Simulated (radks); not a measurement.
# Sm⁺ inside a hard spherical wall

What does compression do to the levels of Sm⁺? A hard sphere of shrinking radius stands in for pressure; the configuration is held at [Xe] 4f6 6s1.

The numbers are computed with radks (a radial shooting solver on a logarithmic mesh, Libxc functionals) version 1 (scalar-relativistic Kohn-Sham, PBE, spin-unpolarised, spherical densities, finite nucleus), except any that are marked as measured or tabulated.

### Step 1. The system

| Quantity | Value |
| --- | --- |
| element | samarium (Z = 62) |
| charge | +1 |
| electrons | 61 |
| configuration | [Xe] 4f6 6s1 |
| nuclear rms radius | 5.0819 fm |

Outer shells as boxes (Hund's rule):

Sm⁺
```
[Xe] core
4f [↑ ][↑ ][↑ ][↑ ][↑ ][↑ ][  ]
6s [↑ ]
```

### Step 2. The free atom

The run's settings:

```text
Z 62
configuration [Xe] 4f6 6s1 5d0 6p0 7s0
relativity scalar-relativistic
functional pbe,pbe
spin unpolarised
nucleus finite rms 5.0819 fm
c 137.035999084
```

### Step 3. Wall at 8 bohr

Changes since step 2:

```diff
@@ -6,2 +6,3 @@
 nucleus finite rms 5.0819 fm
+wall 8 bohr
 c 137.035999084
```

### Step 4. Wall at 5 bohr

Changes since step 3:

```diff
@@ -6,3 +6,3 @@
 nucleus finite rms 5.0819 fm
-wall 8 bohr
+wall 5 bohr
 c 137.035999084
```

### Step 5. Wall at 4 bohr

Changes since step 4:

```diff
@@ -6,3 +6,3 @@
 nucleus finite rms 5.0819 fm
-wall 5 bohr
+wall 4 bohr
 c 137.035999084
```

### Step 6. Wall at 3.5 bohr

Changes since step 5:

```diff
@@ -6,3 +6,3 @@
 nucleus finite rms 5.0819 fm
-wall 4 bohr
+wall 3.5 bohr
 c 137.035999084
```

### Step 7. Wall at 2.5 bohr

Changes since step 6:

```diff
@@ -6,3 +6,3 @@
 nucleus finite rms 5.0819 fm
-wall 3.5 bohr
+wall 2.5 bohr
 c 137.035999084
```

### Step 8. Wall at 2 bohr

Changes since step 7:

```diff
@@ -6,3 +6,3 @@
 nucleus finite rms 5.0819 fm
-wall 2.5 bohr
+wall 2 bohr
 c 137.035999084
```

**Question.** What will these runs give? Wanted: for each run, R; E − E(free); ε(6s); ε(5d, empty); ε(6p, empty); ε(7s, empty); pressure.

**Answer**, as computed:

```csv
R (bohr),E − E(free) (eV),ε(6s) (eV),"ε(5d, empty) (eV)","ε(6p, empty) (eV)","ε(7s, empty) (eV)",pressure (GPa)
free,0.000,-8.419,-7.202,-5.308,-,0
8,0.141,-8.170,-7.010,-4.636,1.921,0.215
5,3.837,-3.899,-4.836,2.565,25.847,15.1
4,13.153,4.570,-1.157,14.503,56.946,95.5
3.5,26.971,14.955,3.228,27.902,88.261,289
2.5,155.26,82.057,31.675,105.97,249.49,4256
2,452.72,192.97,80.674,226.97,478.04,22461
```

**Reading.** At the tightest wall, 2 bohr, the energy stands 452.72 eV above the free atom and the pressure, −dE/dV, is 22461 GPa. Of the levels in the table that exist at both ends, 6p (empty) rises most from the free atom (232.28 eV). From R = 4 bohr inwards the highest occupied level lies above zero, pushed up by confinement. Shells are not refilled when levels cross, and a hard wall is a model, not a crystal.
